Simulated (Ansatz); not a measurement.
**TiN+ (triplet): wave-function methods side by side, def2-TZVPP**

The task here is to estimate one member of a computed series from the others.

Method: def2-TZVPP, core rule «outside noble gas», up to 10 orbitals frozen; program: Ansatz 0.2.0, Gaussian basis.

To be run: UHF; ROHF; CCSD(T) on UHF.

2 further runs of the same task are left out: 2 set aside as unsound or not needed.

**The system**

The geometry is a PBE0/def2-TZVP stationary point (not a proven minimum).

2 atoms, charge 1, spin multiplicity 3.

Atoms are counted from 1 here; the program's logs count them from 0.

Bond lengths: Ti1–N2 1.607 Å.

Set-up of the first run:

The input, in.yaml:

```yaml
crystal:
  periodic: [false, false, false]
  atoms:
    - {symbol: Ti, position_ang: [0.000000, 0.000000, 0.000000]}
    - {symbol: N, position_ang: [0.000000, 0.000000, 1.607000]}
basis:
  gaussian: {orbitals: def2-TZVPP}
total_charge: 1
magnetization: {spin_polarized: true, initial_magnetization: 2}
hamiltonian: {xc: hf}
output: {orbitals: {seedname: orbitals}}
```

On the command line:

```bash
$ ansatz run in.yaml --threads 1 --pin off --events-out ev --progress --plain --max-ram 2816MiB --backend cpu
```

Steps of the session up to this table: UHF; ROHF; CCSD(T) on UHF.

One table of the session follows, with a row left open; its other results are not shown here.

| method | from UCCSD(T) (kcal/mol) |
| --- | --- |
| ROHF | +190.81 |
| UHF | +183.76 |
| UMP2 | +35.59 |
| UCCSD | ? |
| UCCSD(T) | 0 |

**Question.** Estimate the row for UCCSD.

**Answer.** from UCCSD(T) (kcal/mol): +13.49. In the column «from UCCSD(T) (kcal/mol)» it lies between UCCSD(T) (0) and UMP2 (+35.59).

The program flags UCCSD(T) as in doubt (see the logs), so the zero of the table is itself unsure.

Caveats from the session: The program flags UCCSD(T) as in doubt, so the zero of the table is itself unsure.
